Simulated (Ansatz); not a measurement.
# CH5NOSiZn: how energies converge with the basis set

An exercise on one series of results from a longer session: the logs are not shown, and one member is left open.

Method: one geometry, several basis sets; program: Ansatz 0.2.0, Gaussian basis.

Levels to be run: PBE0-D4/def2-SVP; ωB97M-V/def2-SVP; PBE0-D4/def2-QZVPP; ωB97M-V/def2-QZVPP; the functionals' def2-TZVPP values are taken from earlier runs.

### Structure used throughout

An earlier PBE0-D4 in a triple-zeta def2 set relaxation fixed the geometry.

SMILES `C1[NH][Zn][O][SiH2]1`, 10 atoms, charge 0, spin multiplicity 1.

Atoms are counted from 1 here; the program's logs count them from 0.

Bond lengths: C1–N2 1.478 Å, C1–Si5 1.945 Å, C1–H6 1.099 Å, C1–H7 1.099 Å, N2–Zn3 1.852 Å, N2–H8 1.009 Å, Zn3–O4 1.838 Å, O4–Si5 1.643 Å, Si5–H9 1.490 Å, Si5–H10 1.491 Å. Angles: N2–C1–Si5 113.1°, N2–C1–H6 109.6°, N2–C1–H7 113.0°, Si5–C1–H6 106.7°, Si5–C1–H7 107.2°, H6–C1–H7 106.8°, C1–N2–Zn3 99.6°, C1–N2–H8 112.4°, Zn3–N2–H8 122.2°, N2–Zn3–O4 114.2°, Zn3–O4–Si5 99.4°, C1–Si5–O4 107.8°, C1–Si5–H9 108.1°, C1–Si5–H10 109.2°, O4–Si5–H9 112.0°, O4–Si5–H10 111.2°, H9–Si5–H10 108.4°.

As a file:

```xyz
10
CH5NOSiZn
C     0.20964   -0.21248    0.78974
N     0.10713   -1.60153    0.29447
Zn   -0.82628   -1.30269   -1.27643
O    -0.77460    0.43782   -1.86502
Si    0.06457    1.11448   -0.62549
H     1.18924   -0.06155    1.26550
H    -0.55144    0.03260    1.54337
H    -0.22281   -2.23955    1.00360
H    -0.62767    2.31166   -0.07010
H     1.43222    1.52125   -1.05964
```

The first run:

in.yaml

```yaml
crystal:
  periodic: [false, false, false]
  atoms:
    - {symbol: C, position_ang: [0.209637, -0.212477, 0.789741]}
    - {symbol: N, position_ang: [0.107126, -1.601532, 0.294466]}
    - {symbol: Zn, position_ang: [-0.826281, -1.302691, -1.276428]}
    - {symbol: O, position_ang: [-0.774600, 0.437823, -1.865015]}
    - {symbol: Si, position_ang: [0.064572, 1.114475, -0.625490]}
    - {symbol: H, position_ang: [1.189243, -0.061548, 1.265495]}
    - {symbol: H, position_ang: [-0.551442, 0.032596, 1.543369]}
    - {symbol: H, position_ang: [-0.222812, -2.239554, 1.003598]}
    - {symbol: H, position_ang: [-0.627671, 2.311658, -0.070101]}
    - {symbol: H, position_ang: [1.432218, 1.521249, -1.059645]}
basis:
  gaussian: {orbitals: def2-SVP}
hamiltonian: {xc: pbe0, dispersion: d4}
output: {orbitals: {seedname: orbitals}}
```

Started as:

```bash
$ ansatz run in.yaml --threads 4 --pin off --events-out ev --progress --plain --max-ram 10444MiB
```

Steps of the session up to this table: PBE0-D4 in def2-SVP; ωB97M-V in def2-SVP; PBE0-D4 in def2-QZVPP; ωB97M-V in def2-QZVPP.

One of the session's tables, all rows but one given; the rest of the session is left out.

It belongs to the step «Density functionals: the series». 

| functional | basis | HOMO (eV) | LUMO (eV) |
| --- | --- | --- | --- |
| PBE0-D4 | def2-SVP | ? | ? |
| PBE0-D4 | def2-TZVPP | -6.52 | -2.63 |
| PBE0-D4 | def2-QZVPP | -6.53 | -2.62 |
| ωB97M-V | def2-SVP | -8.44 | -0.65 |
| ωB97M-V | def2-TZVPP | -8.79 | -0.98 |
| ωB97M-V | def2-QZVPP | -8.81 | -1.04 |

Estimate the missing values for PBE0-D4, def2-SVP.

**Answer.** HOMO (eV): -6.18; LUMO (eV): -2.36. In the column «HOMO (eV)» it is the highest.
